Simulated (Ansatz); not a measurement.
# BeCd3S2: the cost of one run

Program: Ansatz 0.2.0. Level of theory: DFT PBE, scalar-relativistic, plane waves, PAW. These are calculated values, not measurements.

## Step 1: Starting point

The structure is hexagonal, space group P6/mmm (No. 191). Conventional cell: a = 6.418 Å, b = 6.418 Å, c = 3.368 Å, α = 90.00°, β = 90.00°, γ = 120.00°. Be (site symmetry 6/mmm) is surrounded by 2 Be at 3.37 Å and 12 Cd at 3.62 Å and 6 S at 3.71 Å. Around Cd (site symmetry mmm) lie 4 S at 2.50 Å. S (site symmetry -6m2) has 6 Cd at 2.50 Å and 3 Be at 3.71 Å in its first shell of neighbours.

Coordinates:

```cif
data_structure
_symmetry_space_group_name_H-M 'P6/mmm'
_symmetry_Int_Tables_number 191
_cell_length_a 6.4184
_cell_length_b 6.4184
_cell_length_c 3.3675
_cell_angle_alpha 90.000
_cell_angle_beta 90.000
_cell_angle_gamma 120.000
_cell_volume 120.14
loop_
_atom_site_label
_atom_site_type_symbol
_atom_site_symmetry_multiplicity
_atom_site_Wyckoff_symbol
_atom_site_fract_x
_atom_site_fract_y
_atom_site_fract_z
_atom_site_occupancy
Be1 Be 1 b 0.00000 0.00000 0.50000 1
Cd1 Cd 3 f 0.00000 0.50000 0.00000 1
S1 S 2 d 0.66667 0.33333 0.50000 1
```

A structure generator made this guess: species swapped into a database cell of NdB2Ir3 (P6/mmm, No. 191), with Be on the Nd sites, S on the B sites and Cd on the Ir sites. Its size is a rough estimate.

## Step 2: A first look at the guess

input.yaml reads:

```yaml
crystal:
  lattice:
    - [6.41839768, 0.0, 0.0]
    - [-3.20919884, 5.55849545, 0.0]
    - [0.0, 0.0, 3.36754195]
  atoms:
    - { symbol: Be, position: [0.0, 0.0, 0.5] }
    - { symbol: Cd, position: [0.0, 0.5, 0.0] }
    - { symbol: Cd, position: [0.5, 0.5, 0.0] }
    - { symbol: Cd, position: [0.5, 0.0, 0.0] }
    - { symbol: S, position: [0.66666667, 0.33333333, 0.5] }
    - { symbol: S, position: [0.33333333, 0.66666667, 0.5] }
basis:
  ecutwfc: 420
kpoints:
  mp_grid: { grid: [3, 3, 6] }
hamiltonian:
  xc: pbe
scf:
  occupations: { method: gaussian, width: 0.1 }
  lower_state_search: "off"
output:
  forces: true
  stress: true
  eigenvalues: true
```

Run with:

```
> ansatz run input.yaml --threads 1 --pin off --max-ram 2560MiB --backend cpu --events-out ev --progress --plain --runs-dir out
```

What time and memory should one allow on 1 thread of Arm Neoverse V1, shared host?

About 3.7 s, with a peak of 0.37 GiB.
